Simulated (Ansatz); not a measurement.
# CBClF₄O: how energies converge with the basis set

Aim: see how fast density functionals converge with the basis set for CBClF₄O.

The runs use Ansatz 0.2.0, Gaussian basis; one geometry, several basis sets.

Plan: PBE0-D4/def2-SVP; ωB97M-V/def2-SVP; PBE0-D4/def2-QZVPP; ωB97M-V/def2-QZVPP; the functionals' def2-TZVPP values are taken from earlier runs.

**1. The geometry**

All runs share one geometry, relaxed beforehand with PBE0-D4 in a triple-zeta def2 set.

SMILES `FB(Cl)OC(F)(F)F`, 8 atoms, charge 0, spin multiplicity 1.

Atoms are counted from 1 here; the program's logs count them from 0.

Bond lengths: F1–B2 1.312 Å, B2–Cl3 1.736 Å, B2–O4 1.366 Å, O4–C5 1.358 Å, C5–F6 1.329 Å, C5–F7 1.329 Å, C5–F8 1.319 Å. Angles: F1–B2–Cl3 120.6°, F1–B2–O4 121.5°, Cl3–B2–O4 118.0°, B2–O4–C5 123.8°, O4–C5–F6 111.5°, O4–C5–F7 111.5°, O4–C5–F8 108.2°, F6–C5–F7 108.2°, F6–C5–F8 108.6°, F7–C5–F8 108.6°.

**2. PBE0-D4 in def2-SVP**

The input, in.yaml:

```yaml
crystal:
  periodic: [false, false, false]
  atoms:
    - {symbol: F, position_ang: [-0.075517, -1.329296, 1.338067]}
    - {symbol: B, position_ang: [0.849068, -0.874306, 0.525359]}
    - {symbol: Cl, position_ang: [2.453124, -1.536616, 0.554749]}
    - {symbol: O, position_ang: [0.586235, 0.127592, -0.365288]}
    - {symbol: C, position_ang: [-0.624405, 0.729412, -0.488660]}
    - {symbol: F, position_ang: [-0.992944, 1.320073, 0.643370]}
    - {symbol: F, position_ang: [-1.568878, -0.140764, -0.830656]}
    - {symbol: F, position_ang: [-0.534585, 1.646704, -1.432840]}
basis:
  gaussian: {orbitals: def2-SVP}
hamiltonian: {xc: pbe0, dispersion: d4}
output: {orbitals: {seedname: orbitals}}
```

Launch:

```console
> ansatz run in.yaml --threads 2 --pin off --events-out ev --progress --plain --max-ram 20480MiB --backend cpu
```

Further steps of the session: ωB97M-V in def2-SVP; PBE0-D4 in def2-QZVPP; ωB97M-V in def2-QZVPP.

Before running them: what should the planned runs give, taken together? Wanted: PBE0-D4: double and triple zeta above quadruple; ωB97M-V: double and triple zeta above quadruple.

As calculated:

| quantity | value |
| --- | --- |
| PBE0-D4: double and triple zeta above quadruple | 22.80, 1.10 eV |
| ωB97M-V: double and triple zeta above quadruple | 22.98, 1.03 eV |

In words: PBE0-D4 gains 21.70 eV from double to triple zeta, then 1.10 eV more. These are total energies; as a rule much of such shifts cancels in differences, which this series doesn't test.
